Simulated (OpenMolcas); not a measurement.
# Os²⁺ among point charges: CASSCF and CASPT2 levels and susceptibility

Aim: the splitting of the states of Os²⁺ in the field of 3 point charges, its lowest levels with spin-orbit coupling and its magnetic susceptibility.

Program: OpenMolcas 26.06. Level of theory: state-averaged CASSCF and CASPT2, spin-orbit coupling by RASSI with atomic mean-field integrals. These are calculated values, not measurements, unless marked.

### 1 What is computed

* Species: Os²⁺ (osmium, Z = 76, 74 electrons)
* Basis: ANO-RCC-VDZP [7s6p4d2f1g], 68 functions
* Scalar Hamiltonian: DKH2, point nucleus
* Inactive shells: 1s 2s 2p 3s 3p 3d 4s 4p 4d 4f 5s 5p
* Active space: 6 electrons in 5 orbitals (5d)
* Some configurations of this space: 5d6
* Orbitals: optimised for each spin and parity, averaged over all roots

Outer shells as boxes (Hund's rule):

5d6
```
5d [↑↓][↑ ][↑ ][↑ ][↑ ]
```

The ion sits among 3 point charges of -1.2 e arranged as a planar triangle (D3h), 1.82 Å from the ion.

The work runs as a chain of OpenMolcas steps in one folder; each step below is one input file. Labels, J, g values, rates, χT and fits are worked out afterwards by a script from the matrices that RASSI stores.

### 2 GATEWAY and SEWARD: basis and integrals

Input file a.inp:

```
&GATEWAY
Coord
1

Os 0.0 0.0 0.0
Basis=ANO-RCC-VDZP
Group=NoSym
NoMove
AngMom=0.0 0.0 0.0
AMFI
XField
3 Angstrom 0
1.820000 0.000000 0.000000 -1.200000
-0.910000 1.576166 0.000000 -1.200000
-0.910000 -1.576166 0.000000 -1.200000
&SEWARD
```

Run with:

```sh
> OMP_NUM_THREADS=1 MOLCAS_MEM=1689 MOLCAS_PROJECT=a pymolcas a.inp > a.log
```

### 3 CASSCF: quintets, 5 roots

Input file a.inp:

```
&RASSCF
FileOrb=start.orb
Symmetry=1
Spin=5
nActEl=6 0 0
Inactive=34
Ras2=5
CIRoot=5 5 1
SDav=5
CIMx=300
Iter=120 100
PrWF=0.3
OrbListing=Nothing
MaxOrb=0
>>> COPY $Project.JobIph JOB001
```

start.orb holds the contracted functions of the basis, ordered by shell, or the orbitals of the step before.

### 4 Reference wave functions, triplets, 45 roots

Input file a.inp:

```
&RASSCF
FileOrb=start.orb
Symmetry=1
Spin=3
nActEl=6 0 0
Inactive=34
Ras2=5
CIRoot=45 45 1
SDav=45
CIMx=300
Iter=120 100
PrWF=0.3
OrbListing=Nothing
MaxOrb=0
>>> COPY $Project.JobIph JOB002
```

### 5 Reference wave functions, singlets, 50 roots

Input file a.inp:

```
&RASSCF
FileOrb=start.orb
Symmetry=1
Spin=1
nActEl=6 0 0
Inactive=34
Ras2=5
CIRoot=50 50 1
SDav=50
CIMx=300
Iter=120 100
PrWF=0.3
OrbListing=Nothing
MaxOrb=0
>>> COPY $Project.JobIph JOB003
```

### 6 State interaction with spin-orbit coupling

Input file a.inp:

```
&RASSI
NrOfJobIphs=3 5 45 50
1 2 3 4 5
1 2 3 4 5 6 7 8 9 10 11 12 13 14 15 16 17 18 19 20 21 22 23 24 25 26 27
28 29 30 31 32 33 34 35 36 37 38 39 40 41 42 43 44 45
1 2 3 4 5 6 7 8 9 10 11 12 13 14 15 16 17 18 19 20 21 22 23 24 25 26 27
28 29 30 31 32 33 34 35 36 37 38 39 40 41 42 43 44 45 46 47 48 49 50
IphNames
JOB001
JOB002
JOB003
EJob
SpinOrbit
DIPRint=1.0
SOCoupling=1000.0
Subsets=2
Property=9
'ANGMOM' 1 'ANGMOM' 2 'ANGMOM' 3 'MLTPL  1' 1 'MLTPL  1' 2 'MLTPL  1' 3
'AMFI' 1 'AMFI' 2 'AMFI' 3
SOProperty=3
'ANGMOM' 1 'ANGMOM' 2 'ANGMOM' 3
```

### 7 CASPT2: IPEA 0.25, imaginary shift 0.1 (closed shells correlated: 4f 5s 5p)

Input file a.inp:

```
>>> COPY JOB001 $Project.JobIph
&CASPT2
Multistate=5 1 2 3 4 5
NoMult
Frozen=23
IPEA=0.25
Imaginary=0.1
MaxIter=60
WThr=0.0 0.3 0.05
PrWF=0.5
NoMix
>>> COPY JOB002 $Project.JobIph
&CASPT2
Multistate=45 1 2 3 4 5 6 7 8 9 10 11 12 13 14 15 16 17 18 19 20 21 22
23 24 25 26 27 28 29 30 31 32 33 34 35 36 37 38 39 40 41 42 43 44 45
NoMult
Frozen=23
IPEA=0.25
Imaginary=0.1
MaxIter=60
WThr=0.0 0.3 0.05
PrWF=0.5
NoMix
>>> COPY JOB003 $Project.JobIph
&CASPT2
Multistate=50 1 2 3 4 5 6 7 8 9 10 11 12 13 14 15 16 17 18 19 20 21 22
23 24 25 26 27 28 29 30 31 32 33 34 35 36 37 38 39 40 41 42 43 44 45 46
47 48 49 50
NoMult
Frozen=23
IPEA=0.25
Imaginary=0.1
MaxIter=60
WThr=0.0 0.3 0.05
PrWF=0.5
NoMix
```

(Steps that only read results are left out.)

Q: Predict the outcome of this session. Wanted: spin-free ground state; first state of the same spin within the active space; lowest level; next level.

The runs gave:

| quantity | value |
| --- | --- |
| method | SS-CASPT2, IPEA 0.25, imaginary shift 0.1 (closed shells correlated: 4f 5s 5p) |
| spin-free ground state | 5A1, 1-fold in its orbital part |
| first state of the same spin within the active space | 5E at 7600 cm⁻¹ |
| lowest level | 1-fold A1 |
| next level | 633.9 cm⁻¹ |
| χT at 300 K | 2.40 cm³ K/mol |
| effective moment at 300 K | 4.38 μB |

Cost by method:

| method | time of its own steps | time with the reference |
| --- | --- | --- |
| A. CASSCF | 23 s | 23 s |
| B. SS-CASPT2, IPEA 0.25, imaginary shift 0.1, +4f 5s 5p | 30 s | 53 s |

Times are of one thread on a shared host.

The spin-free ground state (5A1) comes to 100 % from free-ion D terms and keeps the highest spin of the shell. χT at 300 K is 2.40, against 3.01 cm³ K/mol for the spin alone, so spin-orbit coupling lowers it. An active space of the d shell alone favours high spin; real ions in strong fields can be low spin. CASPT2 does not keep the components of a term degenerate, and the means are used. The field of point charges can differ much from that of real complexes. With metal d orbitals alone active, the gaps between spin states are rough; where two lie within a few thousand cm-1, their order is open. This is an electrostatic model: the charges have no orbitals.
